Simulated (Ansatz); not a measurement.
# Ti2AlC: the cost of one run

Program: Ansatz 0.2.0. Level of theory: DFT PBEsol, scalar-relativistic, plane waves, PAW. These are calculated values, not measurements.

### Step 1. Starting point

It takes space group P6_3/mmc (No. 194, hexagonal). Conventional cell: a = 3.038 Å, b = 3.038 Å, c = 13.637 Å, α = 90.00°, β = 90.00°, γ = 120.00°. Ti (site symmetry 3m) is surrounded by 3 C at 2.09 Å. Al (site symmetry -6m2) has 6 Ti at 2.87 Å and 6 Al at 3.04 Å in its first shell of neighbours. C (site symmetry -3m) has 6 Ti at 2.09 Å in its first shell of neighbours.

Coordinates:

```cif
data_structure
_symmetry_space_group_name_H-M 'P6_3/mmc'
_symmetry_Int_Tables_number 194
_cell_length_a 3.0379
_cell_length_b 3.0379
_cell_length_c 13.6365
_cell_angle_alpha 90.000
_cell_angle_beta 90.000
_cell_angle_gamma 120.000
_cell_volume 108.99
loop_
_atom_site_label
_atom_site_type_symbol
_atom_site_symmetry_multiplicity
_atom_site_Wyckoff_symbol
_atom_site_fract_x
_atom_site_fract_y
_atom_site_fract_z
_atom_site_occupancy
Ti1 Ti 4 f 0.33333 0.66667 0.08328 1
Al1 Al 2 d 0.33333 0.66667 0.75000 1
C1 C 2 a 0.00000 0.00000 0.00000 1
```

It goes back to an entry of the Materials Project, which need not be the stable form.

It is the result of an earlier relaxation at this level (volume 13.62 Å³/atom; gap on the mesh: none (metal)).

### Step 2. Electronic structure at the relaxed geometry

input.yaml

```yaml
crystal:
  lattice:
    - [3.0379098844, 0.0, 0.0]
    - [-1.5189549422, 2.6309071343, 0.0]
    - [0.0, 0.0, 13.636500221]
  atoms:
    - { symbol: Ti, position: [0.3333333333, 0.6666666667, 0.0832777513] }
    - { symbol: Ti, position: [0.6666666667, 0.3333333333, 0.5832777513] }
    - { symbol: Ti, position: [0.6666666667, 0.3333333333, 0.9167222487] }
    - { symbol: Ti, position: [0.3333333333, 0.6666666667, 0.4167222487] }
    - { symbol: Al, position: [0.3333333333, 0.6666666667, 0.75] }
    - { symbol: Al, position: [0.6666666667, 0.3333333333, 0.25] }
    - { symbol: C, position: [0.0, 0.0, 0.0] }
    - { symbol: C, position: [0.0, 0.0, 0.5] }
basis:
  ecutwfc: 420
kpoints:
  mp_grid: { grid: [12, 12, 4] }
  band_path:
    path:
      - [[0.0, 0.0, 0.0], [0.5, 0.0, 0.0], [0.33333333, 0.33333333, 0.0], [0.0, 0.0, 0.0], [0.0, 0.0, 0.5], [0.5, 0.0, 0.5], [0.33333333, 0.33333333, 0.5], [0.0, 0.0, 0.5]]
      - [[0.5, 0.0, 0.5], [0.5, 0.0, 0.0]]
      - [[0.33333333, 0.33333333, 0.5], [0.33333333, 0.33333333, 0.0]]
    npoints: 14
hamiltonian:
  xc: pbesol
scf:
  occupations: { method: gaussian, width: 0.1 }
  n_extra_bands: 20
output:
  forces: true
  stress: true
  eigenvalues: true
  populations: true
  dos: { projected: true, de: 0.02, nscf_kmesh: { grid: [18, 18, 6] } }
  bader: true
  write_density: true
  write_potential: true
  elf: true
  volumetric_format: npy
```

On the command line:

```console
$ ansatz run input.yaml --threads 2 --pin off --max-ram 5120MiB --backend cpu --events-out ev --progress --plain --runs-dir out
```

**Question.** How long does this run take on 2 threads of Intel Xeon 6975P-C (Granite Rapids), shared host, and how much memory does it need?

About 40 s, with a peak of 0.78 GiB.
